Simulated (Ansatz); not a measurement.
## C2H4ClI, SMILES CC(Cl)I: a geometry optimisation, step by step

Program: Ansatz 0.2.0 through its Python package.

The script reads `c2h4cli.xyz`:
```text
8

C     0.29910    0.74050    0.08960
C    -0.23110   -0.65970    0.11740
Cl    1.08930   -1.75280   -0.29260
I    -1.69180   -0.99410   -1.29770
H     0.63240    1.05940   -0.92890
H    -0.56330    1.49110    0.32680
H     1.08150    0.95160    0.80770
H    -0.52390   -0.89310    1.12190
```

Run as a notebook:

```python
import ansatz as az
import numpy as np

geometry = az.Crystal.molecule_from_extxyz('c2h4cli.xyz')

base = (
    geometry.calculation()
    .basis(gaussian='def2-SVP')
    .functional('PBE')  # level of theory
)
symbols = [site.symbol for site in geometry.cartesian_sites]
start = np.array([site.position_ang for site in geometry.cartesian_sites], dtype=float)
def progress(event):
    if event['event'] == 'relax_step':
        row = event['data']
        print(f'step {row["step"]:3d}  E = {row["lagrangian_ev"]:.6f} eV  max force {row["allowed_force_max_ev_ang"]:.4f} eV/A')
```

```python
report = base.relax(force_tolerance=0.01).session().plan().execute(on_event=progress).report
end = np.array(report['positions_ang'])

print(f'E = {report["free_energy_ev"]:.6f} eV = {report["free_energy_ev"] / 27.211386246:.7f} Ha')
print('converged:', report['converged'], ' doubts:', report['published_state_doubts'] or 'none')

print('bond        before    after (A)')
for i, j in [(0, 1), (0, 4), (0, 5), (0, 6), (1, 2), (1, 3), (1, 7)]:
    d0, d1 = (np.linalg.norm(xyz[i] - xyz[j]) for xyz in (start, end))
    print(f'{symbols[i]}{i}-{symbols[j]}{j}'.ljust(10), f'{d0:8.4f} {d1:8.4f}')
with open('c2h4cli_opt.xyz', 'w') as handle:
    handle.write(f'{len(symbols)}\nrelaxed C2H4ClI\n')
    handle.writelines(f'{s:2s} {x:11.6f} {y:11.6f} {z:11.6f}\n' for s, (x, y, z) in zip(symbols, end))
```

    step   1  E = -22748.375629 eV  max force 2.3492 eV/A
    step   2  E = -22748.718308 eV  max force 0.7889 eV/A
    step   3  E = -22748.765508 eV  max force 0.2285 eV/A
    step   4  E = -22748.770370 eV  max force 0.1296 eV/A
    step   5  E = -22748.771131 eV  max force 0.1116 eV/A
    step   6  E = -22748.772057 eV  max force 0.0518 eV/A
    step   7  E = -22748.772318 eV  max force 0.0043 eV/A
    E = -22748.772348 eV = -836.0019641 Ha
    converged: True  doubts: none
    bond        before    after (A)
    C0-C1        1.4975   1.5130
    C0-H4        1.1181   1.1070
    C0-H5        1.1676   1.1079
    C0-H6        1.0828   1.1102
    C1-Cl2       1.7625   1.7871
    C1-I3        2.0611   2.2134
    C1-H7        1.0720   1.1043

File `c2h4cli_opt.xyz` afterwards:
```text
8
relaxed C2H4ClI
C     0.285337    0.797724    0.070571
C    -0.161377   -0.647401    0.107453
Cl    1.192565   -1.763355   -0.231863
I    -1.844661   -0.984940   -1.289646
H     0.672757    1.071627   -0.929618
H    -0.558426    1.469602    0.323667
H     1.096493    0.946609    0.813809
H    -0.590488   -0.946966    1.079828
```

The settings weren't tested for convergence. The end point is the stationary point reached from this start; no frequency run checks that it is a minimum, and the basis set is modest. def2 sets replace the cores of elements past krypton by effective core potentials. Run time: 17 s on 1 thread of Intel(R) Xeon(R) Platinum 8375C CPU @ 2.90GHz (Ice Lake) (shared host), peak memory 0.21 GiB.

(Lines on the test bed's own set-up are left out of the output.)
